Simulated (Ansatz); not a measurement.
Predict the output of the script below (Ansatz 0.2.0 through its Python package).

`ch5fosn_bde.py`
```python
import ansatz


def energy(molecule, charge=0, unpaired=0):
    calc = molecule.calculation().basis(gaussian="def2-SVP").functional("PBE", dispersion="d3bj")
    if charge:
        calc = calc.charge(charge)
    if unpaired:
        calc = calc.spin("collinear", total=unpaired)
    return calc.run(threads=1).report["free_energy_ev"]

GEOMETRY = """
F    -2.04290    1.66320    0.15500
C    -1.17780    0.68250    0.28720
O    -0.15620    0.88690   -0.63120
Sn    1.24340   -0.60060   -0.37360
H    -0.79580    0.69400    1.31660
H    -1.69110   -0.26140    0.08050
H     1.79220   -0.59750    1.28000
H     0.40370   -2.11660   -0.69420
H     2.51290   -0.39690   -1.43730
"""

def without(molecule, index):
    rest = ansatz.Crystal.molecule()
    for i, site in enumerate(molecule.cartesian_sites):
        if i != index:
            rest = rest.atom(site.symbol, site.position_ang)
    return rest

mol = ansatz.Crystal.molecule()
for line in GEOMETRY.strip().splitlines():
    symbol, *xyz = line.split()
    mol = mol.atom(symbol, [float(v) for v in xyz])

whole = energy(mol, 0)
hydrogen = energy(ansatz.Crystal.molecule().atom("H", (0, 0, 0)), 0, 1)
print(f"E(molecule) = {whole:.5f} eV, E(H) = {hydrogen:.5f} eV")
for index in [5, 8]:
    radical = energy(without(mol, index), 0, 1)
    print(f"H{index}: homolysis {23.060548 * (radical + hydrogen - whole):.1f} kcal/mol")
    anion = energy(without(mol, index), -1)
    print(f"H{index}: loss of a proton {23.060548 * (anion - whole):.1f} kcal/mol")
```

Output of `python ch5fosn_bde.py`:
```text
E(molecule) = -11701.84188 eV, E(H) = -13.56840 eV
H5: homolysis 95.2 kcal/mol
H5: loss of a proton 425.5 kcal/mol
H8: homolysis 74.5 kcal/mol
H8: loss of a proton 349.2 kcal/mol
```

Total energies depend on the basis set; only differences at equal settings carry meaning. The geometry is a force-field or estimated start, not a minimum of this method, and the basis set is short of its limit. All parts are taken at fixed geometry, without zero-point energy. def2 sets replace the cores of elements past krypton by effective core potentials. This functional overbinds, so such energies come out a few per cent too high (LDA far more). The spin-orbit lowering of heavy atoms is left out. Anions want diffuse functions, which this basis lacks. It ran for 14 s on 1 thread of Arm Neoverse V2, on a shared host, peak memory 0.2 GiB.
